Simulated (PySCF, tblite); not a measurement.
# C4H8SSe+ (doublet): geometry, infrared bands and EPR parameters

What infrared bands and EPR parameters should C4H8SSe+ (doublet) (`C=C([S+]C)[Se]C`) show?

The runs use tblite 0.8.0 and PySCF 2.14.0, with density-fitted response routines of our own; the level of theory stands in each step. All values are computed, except where a source is named. Atoms count from 0, in the outputs and in this text.

### 1 The molecule as given

14 atoms, charge 1, multiplicity 2; geometry from: force field or distance geometry start.

Bonds of the start (Å): C0–C1 1.31, C1–S2 1.78, S2–C3 1.80, C1–Se4 1.94, Se4–C5 1.95, C0–H6 1.10, C0–H7 1.09, C3–H8 1.11, C3–H9 1.10, C3–H10 1.14, C5–H11 1.13, C5–H12 1.12, C5–H13 1.12.

### 2 Geometry optimisation with GFN2-xTB

The job: settings as JSON, then the geometry in Å.

```
{"job": {"kind": "relax", "xc": "GFN2-xTB", "basis": "xTB"}, "charge": 1, "multiplicity": 2}
C     -0.638100     1.858500    -0.472000
C      0.090300     0.767300    -0.386800
S     -0.541500    -0.865700    -0.074300
C     -2.329400    -0.938400     0.089600
Se     2.012100     0.929000    -0.570700
C      2.768000    -0.614900     0.357600
H     -1.736400     1.854900    -0.373200
H     -0.113000     2.799600    -0.653100
H     -2.736900    -0.142500     0.750000
H     -2.790400    -0.955600    -0.909900
H     -2.622100    -1.939000     0.552500
H      2.599900    -0.488500     1.466800
H      2.181800    -1.525100     0.083400
H      3.855000    -0.740200     0.117900
```

Command:

```console
$ OMP_NUM_THREADS=1 python probes_run.py task.json out
```

The driver reads the jobs from task.json and runs them one after another.

The log of the run:

```text
step      E/eV     max force
  0    -504.62856    1.726
  1    -504.76127    1.178
  2    -504.81522    0.526
  3    -504.84031    0.525
  4    -504.87241    0.400
  5    -504.88401    0.274
  6    -504.89177    0.188
  7    -504.89848    0.177
  8    -504.90525    0.270
  9    -504.91309    0.299
 10    -504.92175    0.287
 11    -504.92894    0.248
 12    -504.93405    0.186
 13    -504.93823    0.185
 14    -504.94349    0.265
 15    -504.95119    0.340
 16    -504.95949    0.358
 17    -504.96561    0.217
 18    -504.96959    0.214
 19    -504.97273    0.220
 20    -504.97610    0.155
 21    -504.97931    0.143
 22    -504.98190    0.130
 23    -504.98441    0.202
 24    -504.98757    0.225
 25    -504.99104    0.160
 26    -504.99375    0.129
 27    -504.99531    0.086
 28    -504.99634    0.099
 29    -504.99767    0.107
 30    -504.99970    0.143
 31    -505.00243    0.204
 32    -505.00520    0.198
 33    -505.00752    0.130
 34    -505.00953    0.136
 35    -505.01138    0.121
 36    -505.01359    0.174
 37    -505.01627    0.175
 38    -505.01876    0.115
 39    -505.02055    0.101
 40    -505.02145    0.074
 41    -505.02188    0.076
 42    -505.02215    0.045
 43    -505.02246    0.031
 44    -505.02269    0.041
 45    -505.02299    0.045
 46    -505.02320    0.040
 47    -505.02339    0.032
 48    -505.02361    0.041
 49    -505.02390    0.053
 50    -505.02417    0.040
 51    -505.02434    0.034
 52    -505.02446    0.026
 53    -505.02458    0.031
 54    -505.02472    0.031
 55    -505.02485    0.031
 56    -505.02495    0.027
 57    -505.02505    0.035
 58    -505.02519    0.051
 59    -505.02541    0.058
 60    -505.02568    0.048
 61    -505.02596    0.050
 62    -505.02624    0.044
 63    -505.02651    0.062
 64    -505.02676    0.060
 65    -505.02694    0.036
 66    -505.02702    0.016
 67    -505.02705    0.012
 68    -505.02707    0.013
 69    -505.02711    0.015
 70    -505.02717    0.019
 71    -505.02723    0.017
 72    -505.02728    0.018
 73    -505.02733    0.021
 74    -505.02741    0.025
 75    -505.02756    0.025
 76    -505.02774    0.033
 77    -505.02788    0.027
 78    -505.02798    0.029
 79    -505.02805    0.021
 80    -505.02811    0.013
 81    -505.02814    0.014
 82    -505.02818    0.013
 83    -505.02820    0.015
 84    -505.02823    0.014
 85    -505.02826    0.012
 86    -505.02830    0.017
 87    -505.02833    0.014
 88    -505.02836    0.009
```

It took 0.55 s on 1 thread of Arm Neoverse V1, shared host; peak memory 0.18 GiB.

Along the way: (not every step is listed)

| step | energy from step 0 (eV) | largest force (eV/Å) |
| --- | --- | --- |
| 0 | 0.0000 | 1.7263 |
| 1 | -0.1327 | 1.1781 |
| 2 | -0.1867 | 0.5259 |
| 3 | -0.2117 | 0.5248 |
| 4 | -0.2439 | 0.4003 |
| 5 | -0.2554 | 0.2744 |
| 6 | -0.2632 | 0.1883 |
| 7 | -0.2699 | 0.1768 |
| 8 | -0.2767 | 0.2701 |
| 15 | -0.3226 | 0.3402 |
| 22 | -0.3533 | 0.1300 |
| 29 | -0.3691 | 0.1067 |
| 36 | -0.3850 | 0.1736 |
| 43 | -0.3939 | 0.0314 |
| 50 | -0.3956 | 0.0402 |
| 57 | -0.3965 | 0.0350 |
| 64 | -0.3982 | 0.0598 |
| 71 | -0.3987 | 0.0167 |
| 78 | -0.3994 | 0.0287 |
| 83 | -0.3996 | 0.0153 |
| 84 | -0.3997 | 0.0136 |
| 85 | -0.3997 | 0.0120 |
| 86 | -0.3997 | 0.0167 |
| 87 | -0.3998 | 0.0136 |
| 88 | -0.3998 | 0.0095 |

Distances of close pairs at the start and the end, largest changes first:

| bond | before (Å) | after (Å) | change (Å) |
| --- | --- | --- | --- |
| C3–H10 | 1.141 | 1.087 | -0.054 |
| C5–H11 | 1.129 | 1.089 | -0.040 |
| C5–H13 | 1.120 | 1.088 | -0.033 |
| C0–C1 | 1.315 | 1.347 | +0.032 |
| C1–S2 | 1.779 | 1.749 | -0.030 |
| C5–H12 | 1.117 | 1.089 | -0.028 |
| C0–H6 | 1.103 | 1.077 | -0.025 |
| C3–H8 | 1.112 | 1.086 | -0.025 |

The next job starts from the end point, and lists it.

### 3 Infrared spectrum with GFN2-xTB

The job: settings as JSON, then the geometry in Å.

```
{"job": {"kind": "ir", "xc": "GFN2-xTB", "basis": "xTB"}, "charge": 1, "multiplicity": 2}
C     -0.716554     1.720178    -0.589005
C      0.097131     0.710976    -0.223551
S     -0.418977    -0.878972     0.290938
C     -2.218441    -0.820969     0.186632
Se     1.981081     1.049315    -0.266366
C      2.665396    -0.660208     0.307305
H     -1.790667     1.638643    -0.602290
H     -0.304558     2.671821    -0.889286
H     -2.611198    -0.065026     0.860453
H     -2.528463    -0.646211    -0.839554
H     -2.556427    -1.803297     0.506626
H      2.304960    -0.886397     1.309537
H      2.345152    -1.436281    -0.386239
H      3.750889    -0.594045     0.312635
```

The log of the run:

```text
mode    cm-1     km/mol
  1      60.0      2.47
  2      66.4      4.06
  3     154.0      2.40
  4     184.6      0.62
  5     199.2      0.01
  6     219.5      1.24
  7     243.0      0.76
  8     316.9      0.31
  9     375.1      1.02
 10     504.6      1.74
 11     531.5      0.12
 12     584.7     20.06
 13     712.0      4.59
 14     733.6     23.21
 15     849.7      3.89
 16     874.7     34.14
 17     876.1      5.32
 18     921.2      1.16
 19     946.7      6.65
 20    1017.9      4.44
 21    1289.6      4.84
 22    1309.7      9.48
 23    1336.4     29.17
 24    1377.5      6.00
 25    1388.2     23.55
 26    1412.7      5.58
 27    1421.7     19.94
 28    1482.0      3.42
 29    2998.6     10.60
 30    3004.7      1.00
 31    3033.5      3.81
 32    3034.3      9.75
 33    3047.4      0.46
 34    3053.1     11.96
 35    3078.6     18.86
 36    3122.9      3.07
```

Wall time 0.45 s (1 thread of Arm Neoverse V1, shared host); peak memory 0.18 GiB.

Which atoms move in the most intense modes:

| cm⁻¹ | km/mol | atoms |
| --- | --- | --- |
| 585 | 20.1 | C5 72 %, Se4 16 % |
| 734 | 23.2 | C3 51 %, S2 35 % |
| 875 | 34.1 | H7 37 %, H6 37 %, C0 24 % |
| 1336 | 29.2 | H7 37 %, H6 35 %, C1 18 % |
| 1388 | 23.6 | H13 53 %, H11 22 %, H12 19 % |
| 1422 | 19.9 | H10 53 %, H8 22 %, H9 19 % |
| 3053 | 12.0 | H10 91 % |
| 3079 | 18.9 | H7 80 %, H6 15 % |

### 4 EPR parameters: B3LYP/def2-TZVP-core+pcH-1

Same as in step 3 but for these lines:

```diff
@@ -1,2 +1,2 @@
-{"job": {"kind": "ir", "xc": "GFN2-xTB", "basis": "xTB"}, "charge": 1, "multiplicity": 2}
+{"job": {"kind": "epr", "basis": "pcH-1"}, "charge": 1, "multiplicity": 2}
 C     -0.716554     1.720178    -0.589005
```

With the program's defaults for keys left out, this is: UKS B3LYP, def2-TZVP-core on Se, pcH-1 on C H S, non-relativistic, mean-field spin-orbit, GIAO.

The log of the run:

```text
UKS, coarse grid
  cycle   1  E = -2956.66814145  |g| = 1.50e+00
  cycle   2  E = -2956.53334271  |g| = 8.84e-01
  cycle   3  E = -2956.54229710  |g| = 6.52e-01
  cycle   4  E = -2956.72527882  |g| = 1.92e-01
  cycle   5  E = -2956.74989095  |g| = 6.52e-02
  cycle   6  E = -2956.75216256  |g| = 3.75e-02
  cycle   7  E = -2956.75286187  |g| = 6.93e-03
  cycle   8  E = -2956.75290621  |g| = 4.62e-03
  cycle   9  E = -2956.75292708  |g| = 1.75e-03
  cycle  10  E = -2956.75293103  |g| = 9.42e-04
UKS, final grid
  cycle   1  E = -2956.75293220  |g| = 1.88e-03
  cycle   2  E = -2956.75292288  |g| = 4.28e-03
  cycle   3  E = -2956.75293444  |g| = 4.45e-04
  cycle   4  E = -2956.75293454  |g| = 9.70e-05
  cycle   5  E = -2956.75293455  |g| = 5.93e-05
  cycle   6  E = -2956.75293455  |g| = 2.43e-05
E = -2956.75293455 Eh   <S^2> = 0.7627 (exact 0.7500)
g shifts (ppm)      1          2          3
  rmc          -209       -209       -209
  gc            -14         49         50
  oz_so         438      29728      56614
  total         215      29569      56455
hyperfine (MHz)  atom isotope    a_iso     a_fc   dipolar eigenvalues
    0   13C      43.49      44.11    -44.55    -43.96     88.52
    1   13C     -30.90     -32.43     -7.56      1.18      6.37
    2   33S       7.04       6.39    -16.52    -15.62     32.14
    3   13C      -3.04      -3.16     -0.39      0.07      0.32
    4  77Se      14.62      27.19   -195.62   -185.95    381.56
    5   13C      -5.17      -5.97     -2.12     -1.87      3.99
    6    1H     -36.84     -36.84    -20.44     -2.01     22.45
    7    1H     -35.60     -35.54    -18.88     -2.75     21.64
    8    1H       9.97       9.95     -1.94     -0.81      2.75
    9    1H       9.90       9.89     -1.94     -0.80      2.74
   10    1H      -0.10      -0.12     -1.07     -0.97      2.04
   11    1H      39.35      39.34     -2.52     -0.53      3.06
   12    1H      39.21      39.19     -2.55     -0.47      3.02
   13    1H      -0.20      -0.42     -1.48     -1.44      2.92
```

It took 3.1 min on 1 thread of Arm Neoverse V1, shared host; peak memory 1.2 GiB.

Principal g values 2.00253, 2.03189, 2.05877; g(iso) = 2.03107, against 2.00232 for a free electron.

Hyperfine couplings; where a row names several nuclei, a(iso) is their mean (it holds for fast rotation or exchange) and the dipolar term the largest among them:

| nuclei | isotope | a(iso) (MHz) | a(iso) (G, at g = 2.0023) | largest dipolar term (MHz) |
| --- | --- | --- | --- | --- |
| C0 | 13C | 43.5 | 15.5 | 88.5 |
| H6 | 1H | -36.8 | -13.1 | 22.4 |
| H7 | 1H | -35.6 | -12.7 | 21.6 |
| C1 | 13C | -30.9 | -11.0 | -7.6 |
| H11, H12, H13 | 1H | 26.1 | 9.3 | 3.1 |
| Se4 | 77Se | 14.6 | 5.2 | 381.6 |
| S2 | 33S | 7.0 | 2.5 | 32.1 |
| H8, H9, H10 | 1H | 6.6 | 2.4 | 2.8 |
| C5 | 13C | -5.2 | -1.8 | 4.0 |
| C3 | 13C | -3.0 | -1.1 | -0.4 |

Mulliken spin populations:

C0 0.56; C1 -0.11; S2 0.17; C3 -0.01; Se4 0.42; C5 -0.01; H6 -0.02; H7 -0.02; H8 0.01; H9 0.01; H10 0.00; H11 0.01; H12 0.01; H13 0.00

In first order the couplings over 0.8 MHz of 1H give 64 distinct lines over 60.9 G, if the averaged nuclei exchange fast.

The fields below are evaluated on a grid from the run's orbitals.

ELF in a plane through or near 10 of the atoms.

Ten even steps from '0' (0.00) to '9' (1.00):
```
0000000000000000000000000000
0000000000000000000000000000
0000000000000001000000000000
0000000000000299820000000000
0000000256410599940000000000
0000001578740299942200000000
0000002685451163289960000000
0000001436626583299950000000
0000221342348027466200000000
0006998688436664000100000000
0008999255202655445531000000
0004997446106351862441000000
0000121344018823764641000000
0000000000017874179983000000
0000000000002420069994000000
0000000000000000039981000000
0000000000000000001100000000
0000000000000000000000000000
0000000000000000000000000000
0000000000000000000000000000
```
The map spans 12.8 Å across and 10.7 Å up, centred on the molecule. Atoms in the plane (x, y in Å): C0 (0.9, 1.7), C1 (0.0, 0.8), S2 (0.3, -1.0), C3 (2.1, -1.1), Se4 (-1.8, 1.3), C5 (-2.7, -0.4), H6 (2.0, 1.5), H7 (0.6, 2.8), H10 (2.3, -2.1), H13 (-3.8, -0.2).

On the surface of density 0.002 e/bohr³ the electrostatic potential runs, from the 1st to the 99th percentile, from 3.72 V near S2 to 5.35 V near H7.

The spin density lies nearest to C0 33 %; Se4 33 %; S2 12 %; C1 7 % (beta excess).

### 5 Results

| quantity | value |
| --- | --- |
| strongest single infrared mode (GFN2-xTB) | 875 cm⁻¹, 34 km/mol |
| zero-point energy (GFN2-xTB) | 65.4 kcal/mol |
| g(iso) (B3LYP) | 2.03107 |
| ⟨S²⟩ | 0.763 (exact 0.75) |
| largest a(iso) (averaged by class) | 13C on C0, 43.5 MHz |

Over 88 steps the energy fell by 0.400 eV; of the close pairs, C3–H10 changed most, 1.141 to 1.087 Å. All 36 modes are real, so the xTB geometry is a minimum. Unscaled tight-binding wavenumbers are off by several per cent, some by more. Its intensities can rank the bands wrongly. The largest spin populations lie on C0 (0.56 e), Se4 (0.42 e). The isotropic g lies 28.7 ppt above the free-electron value. The hyperfine terms hold no scalar relativity, which the heavier nuclei need.
